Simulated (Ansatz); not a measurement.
**C24H10S10: geometry, orbitals and charge**

What does C24H10S10 look like as a singlet, and where do its frontier electrons sit?

Computed with Ansatz 0.2.0, Gaussian basis. Level: RKS PBE0-D4/def2-SVP.

The runs, in order: relaxation at PBE-D4/def2-SVP; a single point at PBE0-D4/def2-SVP.

## 1. Starting geometry

SMILES `Sc1cc2sc(-c3cc4sc(-c5cc6sc(-c7cc8sc(S)cc8s7)cc6s5)cc4s3)cc2s1`, 44 atoms, charge 0, spin multiplicity 1.

Atoms are counted from 1 here; the program's logs count them from 0.

Bond lengths: S1–C2 1.752 Å, S1–H35 1.332 Å, C2–C3 1.364 Å, C2–S34 1.751 Å, C3–C4 1.406 Å, C3–H36 1.074 Å, C4–S5 1.726 Å, C4–C33 1.393 Å, S5–C6 1.756 Å, C6–C7 1.425 Å, C6–C32 1.376 Å, C7–C8 1.377 Å, C7–S31 1.756 Å, C8–C9 1.397 Å, C8–H37 1.073 Å, C9–S10 1.727 Å, C9–C30 1.396 Å, S10–C11 1.758 Å and more. Angles: C2–S1–H35 95.5°, S1–C2–C3 125.6°, S1–C2–S34 120.9°, C3–C2–S34 113.5°, C2–C3–C4 111.0°, C2–C3–H36 123.7°, C4–C3–H36 125.3°, C3–C4–S5 134.9°, C3–C4–C33 114.3°, S5–C4–C33 110.9°, C4–S5–C6 90.9°, S5–C6–C7 120.8°, S5–C6–C32 112.2°, C7–C6–C32 127.0°, C6–C7–C8 127.0°, C6–C7–S31 120.7°, C8–C7–S31 112.2°, C7–C8–C9 111.7° and more.

The start is a GFN2-xTB geometry.

## 2. Relaxation at PBE-D4/def2-SVP

in.yaml

```yaml
crystal:
  periodic: [false, false, false]
  atoms:
    - {symbol: S, position_ang: [12.996480, 0.107180, -0.634020]}
    - {symbol: C, position_ang: [11.246910, 0.087200, -0.544290]}
    - {symbol: C, position_ang: [10.472990, -1.024010, -0.377140]}
    - {symbol: C, position_ang: [9.107460, -0.688500, -0.356430]}
    - {symbol: S, position_ang: [7.637200, -1.579180, -0.203850]}
    - {symbol: C, position_ang: [6.696970, -0.101430, -0.333050]}
    - {symbol: C, position_ang: [5.273590, -0.135130, -0.272660]}
    - {symbol: C, position_ang: [4.423280, 0.940490, -0.144390]}
    - {symbol: C, position_ang: [3.084570, 0.541450, -0.127920]}
    - {symbol: S, position_ang: [1.576860, 1.370940, 0.018210]}
    - {symbol: C, position_ang: [0.706080, -0.152480, -0.087300]}
    - {symbol: C, position_ang: [-0.712880, -0.148230, -0.009240]}
    - {symbol: C, position_ang: [-1.529450, 0.926940, 0.256580]}
    - {symbol: C, position_ang: [-2.878020, 0.562190, 0.265720]}
    - {symbol: S, position_ang: [-4.362350, 1.404740, 0.534850]}
    - {symbol: C, position_ang: [-5.272250, -0.076860, 0.281350]}
    - {symbol: C, position_ang: [-6.691100, -0.058760, 0.363750]}
    - {symbol: C, position_ang: [-7.504040, 1.012520, 0.649120]}
    - {symbol: C, position_ang: [-8.855610, 0.652600, 0.623410]}
    - {symbol: S, position_ang: [-10.346270, 1.496090, 0.874930]}
    - {symbol: C, position_ang: [-11.242750, 0.022640, 0.572430]}
    - {symbol: S, position_ang: [-12.993620, 0.008570, 0.622470]}
    - {symbol: C, position_ang: [-10.446240, -1.049150, 0.291940]}
    - {symbol: C, position_ang: [-9.088370, -0.686990, 0.322190]}
    - {symbol: S, position_ang: [-7.604740, -1.530870, 0.066470]}
    - {symbol: C, position_ang: [-4.458200, -1.151020, 0.007700]}
    - {symbol: C, position_ang: [-3.107950, -0.789510, 0.003040]}
    - {symbol: S, position_ang: [-1.621580, -1.632130, -0.257350]}
    - {symbol: C, position_ang: [1.549860, -1.229290, -0.231820]}
    - {symbol: C, position_ang: [2.892340, -0.836250, -0.248150]}
    - {symbol: S, position_ang: [4.407090, -1.658930, -0.372490]}
    - {symbol: C, position_ang: [7.493880, 1.010480, -0.485730]}
    - {symbol: C, position_ang: [8.850380, 0.672760, -0.500400]}
    - {symbol: S, position_ang: [10.321960, 1.568250, -0.673650]}
    - {symbol: H, position_ang: [13.098900, 1.416570, -0.854790]}
    - {symbol: H, position_ang: [10.869100, -2.016740, -0.276600]}
    - {symbol: H, position_ang: [4.752530, 1.958050, -0.054170]}
    - {symbol: H, position_ang: [-1.158950, 1.919160, 0.439000]}
    - {symbol: H, position_ang: [-7.131710, 1.998260, 0.860450]}
    - {symbol: H, position_ang: [-13.120120, 1.277070, 1.007460]}
    - {symbol: H, position_ang: [-10.819060, -2.033300, 0.079660]}
    - {symbol: H, position_ang: [-4.830150, -2.141190, -0.180000]}
    - {symbol: H, position_ang: [1.201680, -2.242610, -0.314990]}
    - {symbol: H, position_ang: [7.115330, 2.008400, -0.600320]}
basis:
  gaussian: {orbitals: def2-SVP, fitting: {mean_field: def2-universal-jkfit}}
hamiltonian: {xc: pbe, dispersion: d4}
scf: {lower_state_search: "off"}
output: {orbitals: {seedname: orbitals}}
relax: {f_tol: 0.03, max_steps: 70}
```

Run with:

```console
$ ansatz run in.yaml --threads 2 --pin off --events-out ev --progress --plain --max-ram 32768MiB --backend cuda --devices 0, --max-vram 18GiB
```

After this run come: Single point, PBE0-D4/def2-SVP.

**Question.** What will the summary of the whole plan be? Wanted: point group; commonest bond, hydrogen aside; HOMO, LUMO at PBE0-D4/def2-SVP; dipole at PBE-D4/def2-SVP.

The runs gave:

```
                      quantity                           value
                   point group                              C1
commonest bond, hydrogen aside  C–C, 23 of mean length 1.411 Å
HOMO, LUMO at PBE0-D4/def2-SVP                 -5.35, -2.52 eV
     dipole at PBE-D4/def2-SVP                          0.38 D
```

What this shows: The molecule keeps its bonding pattern by the stored test; the atoms moved 0.33 Å (rms). No usable vibrations, so a minimum isn't proven. The point group is read from a loosely relaxed geometry; soft torsions can leave it below the true symmetry.
